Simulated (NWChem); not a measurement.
# NbSF3 (SMILES [F][Nb]([F])([F])=[S]) at 3 levels

Aim: a comparison of 3 runs (HF/STO-3G, HF/3-21G, TPSS/3-21G) of NbSF3. 

The calculation is run with NWChem 7.3.0.

## 1. Starting point

NbSF3: 5 atoms, total charge 0, spin state singlet. SMILES: `[F][Nb]([F])([F])=[S]`. Geometry: relaxed at PBE0-D4/def2-TZVP.

Bond lengths: F1–Nb2 1.848 Å, Nb2–F3 1.848 Å, Nb2–F4 1.848 Å, Nb2–S5 2.126 Å. Angles: F1–Nb2–F3 110.7°, F1–Nb2–F4 110.7°, F1–Nb2–S5 108.2°, F3–Nb2–F4 110.7°, F3–Nb2–S5 108.2°, F4–Nb2–S5 108.2°.

## 2. Energy and gradient at HF/STO-3G (run 1)

f3nbs.nw reads:

```
start f3nbs
title "F3NbS"
memory stack 880 mb heap 220 mb global 1100 mb
geometry units angstrom noautosym nocenter noautoz
   F    -0.921900   -0.070100    1.616600
   Nb   -0.006600   -0.089300    0.011500
   F     1.587200   -1.009300    0.179000
   F    -1.048100   -0.824400   -1.326100
   S     0.439400    1.919400   -0.522500
end
basis spherical bse
   * library STO-3G
end
scf
   thresh 1e-08
   maxiter 80
   print low
end
task scf gradient
```

Launch:

```sh
$ nwchem f3nbs.nw > f3nbs.out
```

The program printed:

```text
[...]
  functions       =    51
[...]
  wavefunction    = RHF
[...]
         Total SCF energy =  -4403.578337906527
      One-electron energy =  -7292.380218718101
      Two-electron energy =   2295.256478402208
 Nuclear repulsion energy =    593.545402409365
        Time for solution =      5.0s
[...]
                         RHF ENERGY GRADIENTS
    atom               coordinates                        gradient
                 x          y          z           x          y          z
   1 F      -1.742138  -0.132470   3.054931   -0.025300   0.002481   0.044613
   2 Nb     -0.012472  -0.168753   0.021732   -0.004276  -0.018998   0.005016
   3 F       2.999373  -1.907300   0.338261    0.045265  -0.023935   0.004196
   4 F      -1.980622  -1.557890  -2.505966   -0.028830  -0.018714  -0.038098
   5 S       0.830346   3.627140  -0.987382    0.013141   0.059167  -0.015728
 Task  times  cpu:        6.5s     wall:        6.5s
 Total times  cpu:        6.5s     wall:        6.5s
```

It took 7.2 s on 1 thread of AMD EPYC 9R45 (Zen 5), shared host; peak memory 0.1 GiB.

## 3. Energy and gradient at HF/3-21G (run 2)

m1.xyz reads:

```xyz
5

F     -0.921900    -0.070100     1.616600
Nb    -0.006600    -0.089300     0.011500
F      1.587200    -1.009300     0.179000
F     -1.048100    -0.824400    -1.326100
S      0.439400     1.919400    -0.522500
```

m1.nw reads:

```
start m1
memory total 2200 mb

geometry noautosym nocenter noautoz
  load m1.xyz
end

basis "ao basis" spherical bse
  F library 3-21G
  Nb library 3-21G
  S library 3-21G
end

scf
  thresh 1e-08
  maxiter 80
end

task scf gradient
```

Launch:

```sh
$ nwchem m1.nw > m1.out
```

The program printed:

```text
[...]
  functions       =    76
[...]
  wavefunction    = RHF
[...]
         Total SCF energy =  -4428.130190835274
      One-electron energy =  -7302.166874241461
      Two-electron energy =   2280.491280996822
 Nuclear repulsion energy =    593.545402409365
        Time for solution =      8.0s
[...]
                         RHF ENERGY GRADIENTS
    atom               coordinates                        gradient
                 x          y          z           x          y          z
   1 F      -1.742138  -0.132470   3.054931   -0.004244   0.000103   0.007448
   2 Nb     -0.012472  -0.168753   0.021732    0.006784   0.030803  -0.008223
   3 F       2.999373  -1.907300   0.338261    0.007428  -0.004268   0.000776
   4 F      -1.980622  -1.557890  -2.505966   -0.004809  -0.003384  -0.006184
   5 S       0.830346   3.627140  -0.987382   -0.005160  -0.023254   0.006183
[...]
```

It took 11 s on 1 thread of AMD EPYC 9R45 (Zen 5), shared host; peak memory 0.1 GiB.

## 4. Energy and forces at TPSS/3-21G (run 3)

run.nw reads:

```
start run
title "F3NbS"
memory total 2200 mb

geometry units angstrom noautosym nocenter noautoz
   F     -0.921900    -0.070100     1.616600
   Nb    -0.006600    -0.089300     0.011500
   F      1.587200    -1.009300     0.179000
   F     -1.048100    -0.824400    -1.326100
   S      0.439400     1.919400    -0.522500
end

basis spherical bse
   F library 3-21G
   Nb library 3-21G
   S library 3-21G
end

dft
   xc xtpss03 ctpss03
   grid xfine
   convergence energy 1e-08
   maxiter 100
   mulliken
end

task dft gradient
```

Launch:

```sh
$ nwchem run.nw > run.out
```

The program printed:

```text
[...]
          Wavefunction type:  closed shell.
          No. of atoms     :     5
          No. of electrons :    84
[...]
          Charge           :     0
          Spin multiplicity:     1
[...]
          AO basis - number of functions:    76
[...]
              XC Information
              --------------
                  TPSS metaGGA Exchange Functional  1.000
             TPSS03 metaGGA Correlation Functional  1.000
[...]
 d= 0,ls=0.0,diis     1  -4431.5009901283 -5.03D+03  7.38D-02  3.12D+00     1.2
[...]
 d= 0,ls=0.0,diis    15  -4432.1156327045 -7.74D-09  3.67D-07  3.43D-09    13.8
         Total DFT energy =    -4432.115632704513
      One electron energy =    -7308.949425177360
           Coulomb energy =     2456.772759186303
    Exchange-Corr. energy =     -173.484369122821
 Nuclear repulsion energy =      593.545402409365
[...]
      Total Density - Mulliken Population Analysis
     ---------------------------------------------
    Atom       Charge   Shell Charges
 -----------   ------   -------------------------------------------------------
    1 F    9     9.26   1.98  0.46  2.46  1.54  2.82
    2 Nb  41    40.05   2.00  2.00  6.00  2.00  6.00  2.00  5.96  0.25  0.54 -0.02 -0.01  9.79  2.01  1.53
    3 F    9     9.26   1.98  0.46  2.46  1.54  2.82
    4 F    9     9.26   1.98  0.46  2.46  1.54  2.82
    5 S   16    16.18   2.00  1.96  5.87  1.05  2.44  0.99  1.88
[...]
  wavefunction    = closed shell
                         DFT ENERGY GRADIENTS
    atom               coordinates                        gradient
                 x          y          z           x          y          z
   1 F      -1.742138  -0.132470   3.054931    0.004080  -0.000756  -0.007234
   2 Nb     -0.012472  -0.168753   0.021732    0.008442   0.038259  -0.010205
   3 F       2.999373  -1.907300   0.338261   -0.007481   0.003569  -0.000593
   4 F      -1.980622  -1.557890  -2.505966    0.004684   0.002742   0.006383
   5 S       0.830346   3.627140  -0.987382   -0.009725  -0.043815   0.011649
[...]
```

Run time: 17 s. Hardware: 1 thread of AMD EPYC 9R45 (Zen 5), shared host; peak memory 0.13 GiB.

## 5. Overview of the runs

```
run       level  iteration cap  module   energy (Eh)  largest force (eV/Å)  wall time
  1   HF/STO-3G             80     scf  -4403.578338                 3.220      7.2 s
  2    HF/3-21G             80     scf  -4428.130191                 1.676       11 s
  3  TPSS/3-21G            100     dft  -4432.115633                 2.384       17 s
```

## 6. Summary of results

| quantity | value |
| --- | --- |
| run 3: total energy | -4432.11563 Eh |
| run 3: dipole moment | 1.80 D |
| run 3: HOMO energy | -7.42 eV |
| run 3: LUMO energy | -3.72 eV |
| run 3: HOMO–LUMO gap | 3.70 eV |
| run 3: largest force on an atom | 2.384 eV/Å |

What this shows: In run 1 the basis is minimal, so the values are rough. In runs 1, 2, 3 relativity is left out where basis or elements ask for it. All runs together took 35 s, the longest 17 s.
